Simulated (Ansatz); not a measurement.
**Cd2S: single point with r2SCAN0 form with a typed share of exact exchange**

Crystal: Cd2S.

```
CELL_PARAMETERS angstrom
3.96267 0.00000 0.00000
-1.98134 3.43177 0.00000
0.00000 0.00000 5.80919
ATOMIC_POSITIONS crystal
Cd 0.33333 0.66667 0.93272
Cd 0.66667 0.33333 0.57873
S 0.33333 0.66667 0.36571
```

The cell comes from a database or a generator and needn't be the stable form of this composition.

- Program: Ansatz 0.2.0
- Task: single point
- Functional: r2SCAN0 form with a typed share of exact exchange
- Potentials or basis: Ansatz PAW
- Cutoff: 500 eV (not typed: the program's choice for these potentials)
- k mesh: 5 × 5 × 3
- Occupations: fermi-dirac, width 0.05 eV
- Spin: no spin polarisation

```json
{"Pressure": "-2.6 GPa", "Largest force": "0.273 eV/Å", "Band gap on the k mesh": "2.19 eV, indirect (least direct gap 2.22 eV)"}
```

Forces on the atoms (eV/Å):
```
Cd   0.000  0.000  0.223
Cd   0.000  0.000 -0.273
S    0.000  0.000  0.049
```

Stress tensor (GPa, compression positive):
```
-2.36  0.00  0.00
 0.00 -2.36  0.00
 0.00  0.00 -2.94
```

Levels at points of the mesh, in eV from the valence-band top:
| k point | band 20 | band 21 | band 22 | band 23 | band 24 | band 25 | band 26 | band 27 |
| --- | --- | --- | --- | --- | --- | --- | --- | --- |
| (0.00, 0.00, 0.00) | -5.10 | -4.24 | -1.06 | -1.06 | 5.69 | 7.47 | 9.44 | 9.44 |

It took 110 s on 2 threads of Intel(R) Xeon(R) Processor @ 2.50GHz (Skylake/Cascade Lake), on a shared host, peak memory 1.6 GiB.

Caveat: odd divisions of the mesh miss points on the zone boundary, where band edges often lie, so the gap on the mesh can be too wide; the PAW data sets come from PBE, with cores solved anew for the run's functional, which leaves a small shift of forces and pressure; the thresholds are loose for stress. A k mesh can miss the band edges.
